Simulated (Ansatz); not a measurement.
**ClFH4O2Si2: from a rough start to a minimum**

The task is to find a stationary geometry of ClFH4O2Si2, then compute its harmonic vibrations to see whether it is a minimum and to get the zero-point energy and entropy.

Computed with Ansatz 0.2.0, Gaussian basis. Level: RKS PBE0-D4/def2-TZVP.

Plan: relaxation at PBE-D4/def2-SVP; relaxation at PBE0-D4/def2-TZVP; harmonic vibrations at the same level.

1 further run of the same task is left out (set aside as unsound or not needed).

## Step 1: Starting geometry

SMILES `O[SiH](F)[SiH](O)Cl`, 10 atoms, charge 0, spin multiplicity 1.

Atoms are counted from 1 here; the program's logs count them from 0.

Bond lengths: O1–Si2 1.614 Å, O1–H7 0.968 Å, Si2–F3 1.589 Å, Si2–Si4 2.381 Å, Si2–H8 1.438 Å, Si4–O5 1.691 Å, Si4–Cl6 1.994 Å, Si4–H9 1.493 Å, O5–H10 0.968 Å. Angles: Si2–O1–H7 118.6°, O1–Si2–F3 103.8°, O1–Si2–Si4 111.6°, O1–Si2–H8 110.0°, F3–Si2–Si4 110.6°, F3–Si2–H8 108.0°, Si4–Si2–H8 112.5°, Si2–Si4–O5 109.3°, Si2–Si4–Cl6 111.9°, Si2–Si4–H9 112.8°, O5–Si4–Cl6 104.2°, O5–Si4–H9 106.6°, Cl6–Si4–H9 111.3°, Si4–O5–H10 115.5°.

The start is a force-field geometry with small random shifts, so a cheaper pass at PBE-D4/def2-SVP comes first.

## Step 2: Optimising with PBE-D4/def2-SVP (cheap first pass)

in.yaml

```yaml
crystal:
  periodic: [false, false, false]
  atoms:
    - {symbol: O, position_ang: [-0.792100, 0.390200, -1.876900]}
    - {symbol: Si, position_ang: [-0.445000, -0.804100, -0.848700]}
    - {symbol: F, position_ang: [0.582600, -1.710000, -1.654800]}
    - {symbol: Si, position_ang: [0.556000, 0.021300, 1.147900]}
    - {symbol: O, position_ang: [-0.523900, 1.065500, 1.925300]}
    - {symbol: Cl, position_ang: [2.149100, 1.158100, 0.767400]}
    - {symbol: H, position_ang: [-0.261800, 0.476200, -2.682600]}
    - {symbol: H, position_ang: [-1.622100, -1.588700, -0.589400]}
    - {symbol: H, position_ang: [0.881300, -1.061300, 2.123600]}
    - {symbol: H, position_ang: [-0.441100, 2.001600, 1.691100]}
basis:
  gaussian: {orbitals: def2-SVP}
hamiltonian: {xc: pbe, dispersion: d4}
relax: {f_tol: 0.03, max_steps: 200}
```

Command:

```bash
$ ansatz run in.yaml --threads 4 --pin off --events-out ev --progress --plain --max-ram 10444MiB
```

Log, cut to the lines that bear on the results:

```text
Functional definition: PBE
  name "PBE"
  cite "Perdew, Burke & Ernzerhof, Phys. Rev. Lett. 77, 3865 (1996) doi:10.1103/PhysRevLett.77.3865"
  parent pbe
[...]
1253 factors; their error is unknown
[...]
mean field -35124.15047977 eV, -1290.7887221273 hartree, gradient 1.4e-5 eV, S^2 0.000000; 0 other end points of the search recorded, 0 dependent functions left out
[...]
reference -35124.15051627 eV, -1290.7887234686 hartree; 37, 37 occupied and 79, 79 virtual orbitals, 1253 factors
relax step   1: F+E_penalty+E_count = -35124.42311123 eV  Δ(F+E_penalty+E_count) = +0.000e0 eV  max|allowed force component| = 1.997e0 eV/Å  Δτ_max = 0.0000 Å  (28 SCF iters, accepted)
[...]
relax step   5: F+E_penalty+E_count = -35124.84750006 eV  Δ(F+E_penalty+E_count) = -5.026e-2 eV  max|allowed force component| = 3.685e-1 eV/Å  Δτ_max = 0.2000 Å  (34 SCF iters, accepted)
[...]
relax step   9: F+E_penalty+E_count = -35124.92111996 eV  Δ(F+E_penalty+E_count) = -1.305e-2 eV  max|allowed force component| = 6.215e-1 eV/Å  Δτ_max = 0.1611 Å  (29 SCF iters, accepted)
[...]
relax step  13: F+E_penalty+E_count = -35124.93999242 eV  Δ(F+E_penalty+E_count) = -1.393e-3 eV  max|allowed force component| = 6.585e-2 eV/Å  Δτ_max = 0.0240 Å  (29 SCF iters, accepted)
[...]
relax step  16: F+E_penalty+E_count = -35124.94145223 eV  Δ(F+E_penalty+E_count) = -1.329e-4 eV  max|allowed force component| = 3.350e-2 eV/Å  Δτ_max = 0.0154 Å  (30 SCF iters, accepted)
[...]
relax step  17: F+E_penalty+E_count = -35124.94153226 eV  Δ(F+E_penalty+E_count) = -8.004e-5 eV  max|allowed force component| = 1.141e-2 eV/Å  Δτ_max = 0.0101 Å  (29 SCF iters, accepted)
1253 factors; their error is unknown
mean field -35124.65902632 eV, -1290.8074108684 hartree, gradient 9.7e-6 eV, S^2 0.000000; 1 other end points of the search recorded, 0 dependent functions left out
[...]
reference -35124.65906127 eV, -1290.8074121525 hartree; 37, 37 occupied and 79, 79 virtual orbitals, 1253 factors
Total energy: -35124.94156721 eV, -1290.8177940544 hartree
Atom 0 at    -0.509035     0.379294    -1.941043 Å, force     0.011415    -0.006952     0.010810 eV/Å
Atom 1 at    -0.503666    -0.870796    -0.832766 Å, force    -0.010612     0.001189     0.003689 eV/Å
Atom 2 at     0.407864    -2.138952    -1.340610 Å, force     0.002878    -0.002993    -0.003843 eV/Å
Atom 3 at     0.543486     0.041077     1.070788 Å, force     0.004970    -0.003382     0.001840 eV/Å
Atom 4 at    -0.466074     0.998119     2.003329 Å, force     0.000406     0.000218    -0.010017 eV/Å
Atom 5 at     2.015774     1.216863     0.097219 Å, force    -0.000900    -0.000689     0.000843 eV/Å
Atom 6 at     0.313574     0.908612    -1.894213 Å, force    -0.003679     0.008207    -0.009292 eV/Å
Atom 7 at    -1.918176    -1.343714    -0.715834 Å, force     0.000293     0.000826    -0.000062 eV/Å
Atom 8 at     1.245177    -0.846560     2.047169 Å, force    -0.001170     0.001206    -0.000670 eV/Å
Atom 9 at    -1.045925     1.604857     1.508861 Å, force    -0.003600     0.002370     0.006701 eV/Å
Dipole moment:    -0.217640     0.217242     0.128275 e Å
```

Wall time 29 s (4 threads of Arm Neoverse V1, shared host).

Step by step:

| step | energy from step 1 (eV) | largest force component (eV/Å) |
| --- | --- | --- |
| 1 | 0.0000 | 1.9973 |
| 2 | -0.2912 | 0.8755 |
| 3 | -0.3097 | 1.6024 |
| 4 | -0.3741 | 0.7701 |
| 5 | -0.4244 | 0.3685 |
| 6 | -0.4549 | 0.3004 |
| 7 | -0.4637 | 0.2536 |
| 8 | -0.4850 | 0.6140 |
| 9 | -0.4980 | 0.6215 |
| 10 | -0.5088 | 0.2704 |
| 11 | -0.5100 | 0.1835 |
| 12 | -0.5155 | 0.1290 |
| 13 | -0.5169 | 0.0658 |
| 14 | -0.5176 | 0.0500 |
| 15 | -0.5182 | 0.0462 |
| 16 | -0.5183 | 0.0335 |
| 17 | -0.5184 | 0.0114 |

Close pairs (by a distance rule), those that changed most:

| bond | before (Å) | after (Å) | change (Å) |
| --- | --- | --- | --- |
| Si4–Cl6 | 1.994 | 2.121 | +0.127 |
| Si2–H8 | 1.438 | 1.496 | +0.058 |
| O1–Si2 | 1.614 | 1.671 | +0.057 |
| Si2–F3 | 1.589 | 1.642 | +0.053 |
| Si2–Si4 | 2.381 | 2.356 | -0.025 |
| Si4–O5 | 1.691 | 1.675 | -0.017 |
| O1–H7 | 0.968 | 0.979 | +0.011 |
| O5–H10 | 0.968 | 0.974 | +0.006 |

## Step 3: Optimising with PBE0-D4/def2-TZVP

in.yaml

```yaml
crystal:
  periodic: [false, false, false]
  atoms:
    - {symbol: O, position_ang: [-0.509035, 0.379294, -1.941043]}
    - {symbol: Si, position_ang: [-0.503666, -0.870796, -0.832766]}
    - {symbol: F, position_ang: [0.407864, -2.138952, -1.340610]}
    - {symbol: Si, position_ang: [0.543486, 0.041077, 1.070788]}
    - {symbol: O, position_ang: [-0.466074, 0.998119, 2.003329]}
    - {symbol: Cl, position_ang: [2.015774, 1.216863, 0.097219]}
    - {symbol: H, position_ang: [0.313574, 0.908612, -1.894213]}
    - {symbol: H, position_ang: [-1.918176, -1.343714, -0.715834]}
    - {symbol: H, position_ang: [1.245177, -0.846560, 2.047169]}
    - {symbol: H, position_ang: [-1.045925, 1.604857, 1.508861]}
basis:
  gaussian: {orbitals: def2-TZVP}
hamiltonian: {xc: pbe0, dispersion: d4}
relax: {f_tol: 0.005, max_steps: 150}
```

The command is unchanged.

Log:

```text
Functional definition: PBE0
  name "PBE0"
  cite "Adamo & Barone, J. Chem. Phys. 110, 6158 (1999) doi:10.1063/1.478522"
  cite "Perdew, Burke & Ernzerhof, Phys. Rev. Lett. 77, 3865 (1996) doi:10.1103/PhysRevLett.77.3865"
  parent pbe
  parameter a = 0.25
  parameter kappa = 0.804
  parameter beta = 0.06672455060314922
  exchange = (1 - a)*pbe_x(kappa = kappa, mu = beta*pi^2/3) + a*exact_x
  correlation = pbe_c(beta = beta)
1438 factors; their error is unknown
mean field evaluation 1: about -35137.0220 eV, gradient 7.6e1 eV
mean field evaluation 2: about -35115.3270 eV, gradient 1.3e2 eV
mean field evaluation 4: about -35145.8825 eV, gradient 6.7e0 eV
mean field evaluation 8: about -35145.9452 eV, gradient 3.1e-1 eV
mean field evaluation 16: about -35146.0683 eV, gradient 4.2e-4 eV
mean field -35146.06834984 eV, -1291.5941889959 hartree, gradient 2.1e-5 eV, S^2 0.000000; 0 other end points of the search recorded, 0 dependent functions left out
the calculation of the forces begins
reference -35146.06838260 eV, -1291.5941901997 hartree; 37, 37 occupied and 191, 191 virtual orbitals, 1438 factors
relax step   1: F+E_penalty+E_count = -35146.31060707 eV  Δ(F+E_penalty+E_count) = +0.000e0 eV  max|allowed force component| = 1.025e0 eV/Å  Δτ_max = 0.0000 Å  (29 SCF iters, accepted)
these checks for a lower state are left out or cut short: starts, cluster_reference, orbital_swaps, neighbouring_geometries, increment
1438 factors; their error is unknown
mean field -35146.14376884 eV, -1291.5969605930 hartree, gradient 1.6e-5 eV, S^2 0.000000; 0 other end points of the search recorded, 0 dependent functions left out
the calculation of the forces begins
reference -35146.14380145 eV, -1291.5969617914 hartree; 37, 37 occupied and 191, 191 virtual orbitals, 1438 factors
relax step   2: F+E_penalty+E_count = -35146.38522169 eV  Δ(F+E_penalty+E_count) = -7.461e-2 eV  max|allowed force component| = 6.714e-1 eV/Å  Δτ_max = 0.0998 Å  (30 SCF iters, accepted)
these checks for a lower state are left out or cut short: starts, cluster_reference, orbital_swaps, neighbouring_geometries, increment
1438 factors; their error is unknown
mean field evaluation 32: about -35146.1731 eV, gradient 1.4e-5 eV
mean field -35146.17305875 eV, -1291.5980369775 hartree, gradient 1.4e-5 eV, S^2 0.000000; 0 other end points of the search recorded, 0 dependent functions left out
the calculation of the forces begins
reference -35146.17309127 eV, -1291.5980381723 hartree; 37, 37 occupied and 191, 191 virtual orbitals, 1438 factors
relax step   3: F+E_penalty+E_count = -35146.41462358 eV  Δ(F+E_penalty+E_count) = -2.940e-2 eV  max|allowed force component| = 1.695e-1 eV/Å  Δτ_max = 0.0610 Å  (31 SCF iters, accepted)
these checks for a lower state are left out or cut short: starts, cluster_reference, orbital_swaps, neighbouring_geometries, increment
1438 factors; their error is unknown
mean field -35146.17905860 eV, -1291.5982574677 hartree, gradient 1.3e-5 eV, S^2 0.000000; 0 other end points of the search recorded, 0 dependent functions left out
the calculation of the forces begins
reference -35146.17909115 eV, -1291.5982586639 hartree; 37, 37 occupied and 191, 191 virtual orbitals, 1438 factors
relax step   4: F+E_penalty+E_count = -35146.42043953 eV  Δ(F+E_penalty+E_count) = -5.816e-3 eV  max|allowed force component| = 1.193e-1 eV/Å  Δτ_max = 0.0383 Å  (31 SCF iters, accepted)
these checks for a lower state are left out or cut short: starts, cluster_reference, orbital_swaps, neighbouring_geometries, increment
1438 factors; their error is unknown
mean field -35146.18310579 eV, -1291.5984061991 hartree, gradient 1.3e-5 eV, S^2 0.000000; 0 other end points of the search recorded, 0 dependent functions left out
the calculation of the forces begins
reference -35146.18313835 eV, -1291.5984073957 hartree; 37, 37 occupied and 191, 191 virtual orbitals, 1438 factors
relax step   5: F+E_penalty+E_count = -35146.42387570 eV  Δ(F+E_penalty+E_count) = -3.436e-3 eV  max|allowed force component| = 8.502e-2 eV/Å  Δτ_max = 0.0332 Å  (31 SCF iters, accepted)
these checks for a lower state are left out or cut short: starts, cluster_reference, orbital_swaps, neighbouring_geometries, increment
1438 factors; their error is unknown
mean field -35146.18485526 eV, -1291.5984704911 hartree, gradient 1.3e-5 eV, S^2 0.000000; 0 other end points of the search recorded, 0 dependent functions left out
the calculation of the forces begins
reference -35146.18488784 eV, -1291.5984716883 hartree; 37, 37 occupied and 191, 191 virtual orbitals, 1438 factors
relax step   6: F+E_penalty+E_count = -35146.42535517 eV  Δ(F+E_penalty+E_count) = -1.479e-3 eV  max|allowed force component| = 3.319e-2 eV/Å  Δτ_max = 0.0377 Å  (31 SCF iters, accepted)
these checks for a lower state are left out or cut short: starts, cluster_reference, orbital_swaps, neighbouring_geometries, increment
1438 factors; their error is unknown
mean field -35146.18494205 eV, -1291.5984736804 hartree, gradient 1.3e-5 eV, S^2 0.000000; 0 other end points of the search recorded, 0 dependent functions left out
the calculation of the forces begins
reference -35146.18497464 eV, -1291.5984748781 hartree; 37, 37 occupied and 191, 191 virtual orbitals, 1438 factors
relax step   7: F+E_penalty+E_count = -35146.42549522 eV  Δ(F+E_penalty+E_count) = -1.400e-4 eV  max|allowed force component| = 1.611e-2 eV/Å  Δτ_max = 0.0075 Å  (32 SCF iters, accepted)
these checks for a lower state are left out or cut short: starts, cluster_reference, orbital_swaps, neighbouring_geometries, increment
1438 factors; their error is unknown
mean field evaluation 64: about -35146.1849 eV, gradient 2.7e-1 eV
mean field -35146.18497669 eV, -1291.5984749537 hartree, gradient 1.3e-5 eV, S^2 0.000000; 0 other end points of the search recorded, 0 dependent functions left out
the calculation of the forces begins
reference -35146.18500928 eV, -1291.5984761514 hartree; 37, 37 occupied and 191, 191 virtual orbitals, 1438 factors
relax step   8: F+E_penalty+E_count = -35146.42556550 eV  Δ(F+E_penalty+E_count) = -7.029e-5 eV  max|allowed force component| = 1.312e-2 eV/Å  Δτ_max = 0.0039 Å  (33 SCF iters, accepted)
these checks for a lower state are left out or cut short: starts, cluster_reference, orbital_swaps, neighbouring_geometries, increment
1438 factors; their error is unknown
mean field -35146.18495132 eV, -1291.5984740213 hartree, gradient 1.2e-5 eV, S^2 0.000000; 0 other end points of the search recorded, 0 dependent functions left out
the calculation of the forces begins
reference -35146.18498392 eV, -1291.5984752191 hartree; 37, 37 occupied and 191, 191 virtual orbitals, 1438 factors
relax step   9: F+E_penalty+E_count = -35146.42558051 eV  Δ(F+E_penalty+E_count) = -1.500e-5 eV  max|allowed force component| = 6.278e-3 eV/Å  Δτ_max = 0.0023 Å  (24 SCF iters, accepted)
these checks for a lower state are left out or cut short: starts, cluster_reference, orbital_swaps, neighbouring_geometries, increment
1438 factors; their error is unknown
mean field -35146.18497690 eV, -1291.5984749613 hartree, gradient 9.3e-6 eV, S^2 0.000000; 0 other end points of the search recorded, 0 dependent functions left out
the calculation of the forces begins
reference -35146.18500950 eV, -1291.5984761591 hartree; 37, 37 occupied and 191, 191 virtual orbitals, 1438 factors
relax step  10: F+E_penalty+E_count = -35146.42558560 eV  Δ(F+E_penalty+E_count) = -5.093e-6 eV  max|allowed force component| = 3.033e-3 eV/Å  Δτ_max = 0.0026 Å  (24 SCF iters, accepted)
1438 factors; their error is unknown
mean field evaluation 96: about -35146.1850 eV, gradient 4.0e-3 eV
mean field -35146.18497690 eV, -1291.5984749613 hartree, gradient 1.3e-5 eV, S^2 0.000000; 1 other end points of the search recorded, 0 dependent functions left out
the calculation of the forces begins
reference -35146.18500950 eV, -1291.5984761591 hartree; 37, 37 occupied and 191, 191 virtual orbitals, 1438 factors
Total energy: -35146.42561820 eV, -1291.6073183658 hartree
Atom 0 at    -0.529422     0.315363    -1.989263 Å, force     0.000467    -0.000574     0.000696 eV/Å
Atom 1 at    -0.482937    -0.845666    -0.839560 Å, force    -0.003033    -0.000825     0.000002 eV/Å
Atom 2 at     0.402431    -2.092897    -1.308585 Å, force     0.000169     0.000056     0.000228 eV/Å
Atom 3 at     0.542880     0.061082     1.075040 Å, force     0.000550     0.000035     0.000426 eV/Å
Atom 4 at    -0.467689     0.955365     2.003561 Å, force     0.000062    -0.000824    -0.000382 eV/Å
Atom 5 at     2.026429     1.257965     0.246349 Å, force     0.000126     0.000054    -0.000058 eV/Å
Atom 6 at     0.257193     0.858036    -2.089613 Å, force     0.000688     0.000991    -0.000745 eV/Å
Atom 7 at    -1.875763    -1.320379    -0.684326 Å, force     0.001370     0.000328     0.000052 eV/Å
Atom 8 at     1.201450    -0.881164     2.003686 Å, force    -0.000314     0.000640    -0.000426 eV/Å
Atom 9 at    -0.991572     1.641096     1.585611 Å, force    -0.000083     0.000119     0.000207 eV/Å
Dipole moment:    -0.189135     0.265255     0.057918 e Å
```

Run time: 61 s. Hardware: 4 threads of Arm Neoverse V1, shared host; peak memory 0.71 GiB.

Relaxation path:

| step | energy from step 1 (eV) | largest force component (eV/Å) |
| --- | --- | --- |
| 1 | 0.0000 | 1.0255 |
| 2 | -0.0746 | 0.6714 |
| 3 | -0.1040 | 0.1695 |
| 4 | -0.1098 | 0.1193 |
| 5 | -0.1133 | 0.0850 |
| 6 | -0.1147 | 0.0332 |
| 7 | -0.1149 | 0.0161 |
| 8 | -0.1150 | 0.0131 |
| 9 | -0.1150 | 0.0063 |
| 10 | -0.1150 | 0.0030 |

Close pairs (by a distance rule), those that changed most:

| bond | before (Å) | after (Å) | change (Å) |
| --- | --- | --- | --- |
| Si2–F3 | 1.642 | 1.600 | -0.042 |
| Si4–Cl6 | 2.121 | 2.079 | -0.042 |
| Si4–O5 | 1.675 | 1.638 | -0.037 |
| O1–Si2 | 1.671 | 1.635 | -0.036 |
| O1–H7 | 0.979 | 0.961 | -0.018 |
| Si4–H9 | 1.495 | 1.478 | -0.017 |
| Si2–H8 | 1.496 | 1.480 | -0.016 |
| O5–H10 | 0.974 | 0.959 | -0.015 |

Mulliken charges of the relaxed molecule (report file):

| atom | value (e) |
| --- | --- |
| O1 | -0.50 |
| Si2 | 0.54 |
| F3 | -0.30 |
| Si4 | 0.41 |
| O5 | -0.50 |
| Cl6 | -0.26 |
| H7 | 0.33 |
| H8 | -0.04 |
| H9 | 0.00 |
| H10 | 0.33 |

## Step 4: Force constants and modes

in.yaml

```yaml
crystal:
  periodic: [false, false, false]
  atoms:
    - {symbol: O, position_ang: [-0.529422, 0.315363, -1.989263]}
    - {symbol: Si, position_ang: [-0.482937, -0.845666, -0.839560]}
    - {symbol: F, position_ang: [0.402431, -2.092897, -1.308585]}
    - {symbol: Si, position_ang: [0.542880, 0.061082, 1.075040]}
    - {symbol: O, position_ang: [-0.467689, 0.955365, 2.003561]}
    - {symbol: Cl, position_ang: [2.026429, 1.257965, 0.246349]}
    - {symbol: H, position_ang: [0.257193, 0.858036, -2.089613]}
    - {symbol: H, position_ang: [-1.875763, -1.320379, -0.684326]}
    - {symbol: H, position_ang: [1.201450, -0.881164, 2.003686]}
    - {symbol: H, position_ang: [-0.991572, 1.641096, 1.585611]}
basis:
  gaussian: {orbitals: def2-TZVP}
hamiltonian: {xc: pbe0, dispersion: d4}
phonons: {temperatures: {t_min: 298.15, t_max: 900, t_step: 200}}
```

The command is unchanged.

Log, cut to the lines that bear on the results:

```text
Functional definition: PBE0
  name "PBE0"
  cite "Adamo & Barone, J. Chem. Phys. 110, 6158 (1999) doi:10.1063/1.478522"
  cite "Perdew, Burke & Ernzerhof, Phys. Rev. Lett. 77, 3865 (1996) doi:10.1103/PhysRevLett.77.3865"
  parent pbe
[...]
1438 factors; their error is unknown
[...]
mean field -35146.18496893 eV, -1291.5984746684 hartree, gradient 1.5e-5 eV, S^2 0.000000; 0 other end points of the search recorded, 0 dependent functions left out
[...]
reference -35146.18500148 eV, -1291.5984758646 hartree; 37, 37 occupied and 191, 191 virtual orbitals, 1438 factors
[...]
1438 factors; their error is unknown
mean field -35146.18483176 eV, -1291.5984696274 hartree, gradient 9.8e-7 eV, S^2 0.000000; 0 other end points of the search recorded, 0 dependent functions left out
[...]
reference -35146.18486430 eV, -1291.5984708235 hartree; 37, 37 occupied and 191, 191 virtual orbitals, 1438 factors
[...]
Atom 2 at     0.402431    -2.092897    -1.308585 Å, force     0.000152     0.000063     0.000249 eV/Å
Atom 3 at     0.542880     0.061082     1.075040 Å, force     0.000488     0.000081     0.000443 eV/Å
Atom 4 at    -0.467689     0.955365     2.003561 Å, force     0.000113    -0.000882    -0.000390 eV/Å
Atom 5 at     2.026429     1.257965     0.246349 Å, force     0.000131     0.000059    -0.000083 eV/Å
Atom 6 at     0.257193     0.858036    -2.089613 Å, force     0.000705     0.000991    -0.000726 eV/Å
Atom 7 at    -1.875763    -1.320379    -0.684326 Å, force     0.001386     0.000327     0.000048 eV/Å
Atom 8 at     1.201450    -0.881164     2.003686 Å, force    -0.000311     0.000632    -0.000419 eV/Å
Atom 9 at    -0.991572     1.641096     1.585611 Å, force    -0.000100     0.000155     0.000212 eV/Å
Dipole moment:    -0.189137     0.265256     0.057917 e Å
Vibrations: 33.21 87.94 104.19 189.78 239.11 273.32 303.03 332.29 391.53 434.34 530.86 746.14 766.74 778.80 824.99 836.10 887.59 904.70 930.70 954.22 2255.59 2267.07 3882.90 3914.92 cm⁻¹, zero-point energy 1.417765 eV
```

Wall time 3.6 min (4 threads of Arm Neoverse V1, shared host); peak memory 0.71 GiB.

Motions are named by where the mode's potential energy lies. Wavenumbers, unscaled:

| mode | cm⁻¹ | motion |
| --- | --- | --- |
| 1 | 33 | torsion |
| 2 | 88 | bend with torsion |
| 3 | 104 | bend |
| 4 | 190 | bend with torsion |
| 5 | 239 | bend with torsion |
| 6 | 273 | bend with torsion |
| 7 | 303 | torsion |
| 8 | 332 | torsion with bend |
| 9 | 392 | torsion |
| 10 | 434 | Si–Si stretch |
| 11 | 531 | Si–Cl stretch |
| 12 | 746 | bend with torsion |
| 13 | 767 | bend |
| 14 | 779 | bend with torsion |
| 15 | 825 | torsion with bend |
| 16 | 836 | Si–F stretch with bend |
| 17 | 888 | bend with Si–F stretch |
| 18 | 905 | bend |
| 19 | 931 | Si–O stretch |
| 20 | 954 | Si–O and Si–F stretch |
| 21 | 2256 | Si–H stretch |
| 22 | 2267 | Si–H stretch |
| 23 | 3883 | O–H stretch |
| 24 | 3915 | O–H stretch |

From these modes and the moments of inertia (298.15 K, 1 bar, symmetry number 1):

| term | value |
| --- | --- |
| zero-point energy | 136.8 kJ/mol |
| H(298) − E | 162.7 kJ/mol |
| entropy, translation | 171.1 J/(mol K) |
| entropy, rotation | 121.6 J/(mol K) |
| entropy, vibration | 104.6 J/(mol K) |
| entropy, total | 397.2 J/(mol K) |

## Step 5: Summary of results

```
                  quantity            value
               point group               C1
                     steps          17 + 10
shift from the start (rms)          0.469 Å
              total energy   -35146.4256 eV
           dispersion term         -241 meV
             dipole moment           1.59 D
lowest, highest wavenumber    33, 3915 cm⁻¹
         zero-point energy     136.8 kJ/mol
       entropy at 298.15 K  397.2 J/(mol K)
```

**Reading.** The relaxed geometry lies 0.47 Å (rms) from the start; the bond that changed most is Si4–Cl6, from 1.994 to 2.079 Å. All wavenumbers are real, so the end point is a minimum. The stiffest mode, 3915 cm⁻¹, is an O–H stretch, and 4 modes under 200 cm⁻¹ make the vibrational entropy uncertain. Harmonic hybrid wavenumbers usually lie a few per cent above measured fundamentals. The largest Mulliken charge, +0.54 e, sits on Si2.
